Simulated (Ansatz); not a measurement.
# BrCl2H2NZr: the cost of one run

Program: Ansatz 0.2.0. Level of theory: RKS PBE-D4/def2-SVP. These are calculated values, not measurements.

### 1 The system as given

Bond lengths: Zr1–Br2 3.266 Å, Zr1–N3 1.925 Å, Zr1–Cl5 2.286 Å, Zr1–Cl6 2.281 Å, N3–H7 1.021 Å. Angles: Br2–Zr1–N3 69.4°, Br2–Zr1–Cl5 98.7°, Br2–Zr1–Cl6 102.2°, N3–Zr1–Cl5 125.1°, N3–Zr1–Cl6 124.5°, Cl5–Zr1–Cl6 110.3°, Zr1–N3–H7 152.9°.

As a file:

```xyz
7

Zr   -0.3051    0.3853    0.8340
Br    1.7127   -1.7123   -0.6484
N    -0.5168    0.4753   -1.0773
H     0.4196   -0.4050   -1.4298
Cl    1.2415    1.5573    2.0420
Cl   -1.5061   -0.9876    2.2037
H    -1.0457    0.6869   -1.9242
```

### 2 Pulling towards end A

Springs on the bonds that form and break draw the guess towards this end; the thresholds are loose.

input.yaml reads:

```yaml
crystal:
  periodic: [false, false, false]
  atoms:
    - { symbol: Zr, position_ang: [-0.3051, 0.3853, 0.834] }
    - { symbol: Br, position_ang: [1.7127, -1.7123, -0.6484] }
    - { symbol: "N", position_ang: [-0.5168, 0.4753, -1.0773] }
    - { symbol: H, position_ang: [0.4196, -0.405, -1.4298] }
    - { symbol: Cl, position_ang: [1.2415, 1.5573, 2.042] }
    - { symbol: Cl, position_ang: [-1.5061, -0.9876, 2.2037] }
    - { symbol: H, position_ang: [-1.0457, 0.6869, -1.9242] }
basis:
  gaussian: { orbitals: def2-SVP }
hamiltonian:
  xc: pbe
  dispersion: d4
relax:
  f_tol: 0.15
  max_steps: 25
  restrain:
    - { distance: [3, 1], at: 2.81, k: 30.0 }
    - { distance: [0, 1], at: 2.95, k: 30.0 }
    - { distance: [3, 2], at: 1.02, k: 30.0 }
```

On the command line:

```
$ ansatz run input.yaml --threads 2 --pin off --max-ram 3072MiB --backend cpu --events-out ev --progress --plain --runs-dir out
```

**Question.** How long does this run take on 2 threads of Arm Neoverse V2, shared host, and how much memory does it need?

About 28 s, with a peak of 0.19 GiB.
